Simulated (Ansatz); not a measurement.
# Cl3FH4OSiTi: the cost of one run

All numbers below are computed with Ansatz 0.2.0 (RKS PBE/def2-SVP).

## Step 1: The starting structure

Bond lengths: Ti1–O2 2.270 Å, O2–Si3 1.680 Å, Si3–H4 1.460 Å, Si3–H5 1.460 Å, Si3–H6 1.460 Å, Ti1–Cl7 2.370 Å, Ti1–Cl8 2.368 Å, Ti1–Cl9 2.368 Å, Ti1–F10 2.130 Å, Ti1–H11 2.232 Å. Angles (14 of 22 angles, heavy atoms first): Ti1–O2–Si3 125.0°, O2–Ti1–Cl7 109.4°, O2–Ti1–Cl8 109.5°, O2–Ti1–Cl9 109.5°, O2–Ti1–F10 71.6°, Cl7–Ti1–Cl8 109.5°, Cl7–Ti1–Cl9 109.5°, Cl7–Ti1–F10 67.2°, Cl8–Ti1–Cl9 109.5°, Cl8–Ti1–F10 176.6°, Cl9–Ti1–F10 72.8°, O2–Ti1–H11 36.4°, Cl7–Ti1–H11 87.7°, Cl8–Ti1–H11 145.8°.

Coordinates:

```xyz
11

Ti    0.0000    0.0000    0.0000
O     0.0000    0.0000    2.2700
Si   -1.3147   -0.4067    3.2336
H    -2.2390   -1.2403    2.4704
H    -0.8506   -1.1432    4.4057
H    -1.9987    0.8095    3.6633
Cl    2.2349    0.0000   -0.7892
Cl   -1.1163    1.9339   -0.7892
Cl   -1.1163   -1.9339   -0.7892
F     1.1117   -1.6882    0.6716
H     0.7287   -1.1066    1.7956
```

## Step 2: A restrained relaxation towards end A

Springs on the bonds that form and break draw the guess towards this end; the thresholds are loose.

input.yaml reads:

```yaml
crystal:
  periodic: [false, false, false]
  atoms:
    - { symbol: Ti, position_ang: [0.0, 0.0, 0.0] }
    - { symbol: O, position_ang: [0.0, 0.0, 2.27] }
    - { symbol: Si, position_ang: [-1.3147, -0.4067, 3.2336] }
    - { symbol: H, position_ang: [-2.239, -1.2403, 2.4704] }
    - { symbol: H, position_ang: [-0.8506, -1.1432, 4.4057] }
    - { symbol: H, position_ang: [-1.9987, 0.8095, 3.6633] }
    - { symbol: Cl, position_ang: [2.2349, 0.0, -0.7892] }
    - { symbol: Cl, position_ang: [-1.1163, 1.9339, -0.7892] }
    - { symbol: Cl, position_ang: [-1.1163, -1.9339, -0.7892] }
    - { symbol: F, position_ang: [1.1117, -1.6882, 0.6716] }
    - { symbol: H, position_ang: [0.7287, -1.1066, 1.7956] }
basis:
  gaussian: { orbitals: def2-SVP }
hamiltonian:
  xc: pbe
relax:
  f_tol: 0.15
  max_steps: 25
  restrain:
    - { distance: [0, 9], at: 3.03, k: 30.0 }
    - { distance: [10, 1], at: 2.21, k: 30.0 }
    - { distance: [0, 1], at: 1.92, k: 30.0 }
    - { distance: [10, 9], at: 0.92, k: 30.0 }
output:
  orbitals: {}
```

The run is started by

```bash
$ ansatz run input.yaml --threads 4 --pin off --max-ram 5120MiB --backend cpu --events-out ev --progress --plain --runs-dir out
```

Q: Estimate wall time and peak memory on 4 threads of Arm Neoverse V2, shared host.

About 45 s, with a peak of 0.27 GiB.
